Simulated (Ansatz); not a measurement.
C3H8SSi, SMILES CC[SiH2]C=S, a single point in a Gaussian basis

Program: Ansatz's Python interface.

`c3h8ssi.xyz`
```text
13

C    -0.93240   -0.03410    1.42710
C     0.42540    0.31450    0.92680
Si    0.87350   -0.45750   -0.72460
C    -0.14730    0.06020   -2.11650
S    -0.19470    1.61880   -2.66880
H    -1.15980    0.51260    2.37880
H    -1.10620   -1.06380    1.55160
H    -1.69830    0.39200    0.70450
H     0.55120    1.42120    0.89270
H     1.14510   -0.01930    1.71120
H     0.83230   -1.93630   -0.53210
H     2.34770   -0.13130   -0.99010
H    -0.91610   -0.71160   -2.54560
```

Script `run_energy.py`:
```python
"""Electronic structure of the C3H8SSi molecule."""

from pathlib import Path

import ansatz as az


def main() -> None:
    molecule = az.Crystal.molecule_from_extxyz("c3h8ssi.xyz")

    job = (
        molecule.calculation()
        .basis(gaussian="cc-pVDZ")
        .functional("b3lyp", dispersion="d4")  # exchange and correlation
        .orbitals()
    )
    print(job.to_yaml())
    out = job.run(threads=1, pin="off", runs_dir="c3h8ssi_runs")
    rep = out.report

    print("reference energy %16.6f eV" % rep["reference_energy_ev"])
    print("total energy     %16.6f eV" % rep["free_energy_ev"])
    print("occupied (up, down):", rep["n_occupied"], " virtual:", rep["n_virtual"], " frozen:", rep["n_frozen"])

    state = rep["mean_field"]["state"]
    print(f"mean field: {state['energy']['hartree']:.7f} Ha, <S^2> = {abs(state['spin_squared']):.4f}, stability: {state.get('stability', {}).get('kind')}")

    lines = Path(rep["orbitals_path"]).read_text().splitlines()
    field_of = lambda key: [line.split("=")[1].strip() for line in lines if line.startswith(key)]
    orbitals = [(27.211386 * float(e), s, float(n)) for e, s, n in zip(field_of("Ene="), field_of("Spin="), field_of("Occup="))]
    homo = max(e for e, _, n in orbitals if n > 0.5)
    lumo = min(e for e, _, n in orbitals if n < 0.5)
    print(f"HOMO {homo:.3f} eV, LUMO {lumo:.3f} eV, gap {lumo - homo:.3f} eV")


if __name__ == "__main__":
    main()
```

```console
$ python run_energy.py
crystal:
  periodic: [false, false, false]
  atoms:
    - { symbol: C, position_ang: [-0.9324, -0.0341, 1.4271] }
    - { symbol: C, position_ang: [0.4254, 0.3145, 0.9268] }
    - { symbol: Si, position_ang: [0.8735, -0.4575, -0.7246] }
    - { symbol: C, position_ang: [-0.1473, 0.0602, -2.1165] }
    - { symbol: S, position_ang: [-0.1947, 1.6188, -2.6688] }
    - { symbol: H, position_ang: [-1.1598, 0.5126, 2.3788] }
    - { symbol: H, position_ang: [-1.1062, -1.0638, 1.5516] }
    - { symbol: H, position_ang: [-1.6983, 0.392, 0.7045] }
    - { symbol: H, position_ang: [0.5512, 1.4212, 0.8927] }
    - { symbol: H, position_ang: [1.1451, -0.0193, 1.7112] }
    - { symbol: H, position_ang: [0.8323, -1.9363, -0.5321] }
    - { symbol: H, position_ang: [2.3477, -0.1313, -0.9901] }
    - { symbol: H, position_ang: [-0.9161, -0.7116, -2.5456] }
basis:
  gaussian:
    orbitals: cc-pVDZ
hamiltonian:
  xc: b3lyp
  dispersion: d4
output:
  orbitals: {}

reference energy    -21954.541176 eV
total energy        -21955.030518 eV
occupied (up, down): [28, 28]  virtual: [90, 90]  frozen: 0
mean field: -806.8145069 Ha, <S^2> = 0.0000, stability: minimum
HOMO -6.232 eV, LUMO -3.106 eV, gap 3.126 eV
```

Total energies depend on the basis set; only differences at equal settings carry meaning. The geometry is a force-field or estimated start, not a minimum of this method, and the basis set is short of its limit. Total less reference energy is the dispersion correction. b3lyp holds the VWN-RPA fit, as in Gaussian; the form of ORCA and Turbomole is b3lyp5. Levels such as HOMO and LUMO are orbital energies: with these approximate functionals they aren't the ionisation energy and electron affinity, and their gap isn't the fundamental gap. Finished in 6.5 s on 1 thread of Arm Neoverse V1 (shared host), peak memory 0.31 GiB.

(Lines on the test bed's own set-up are left out of the output.)
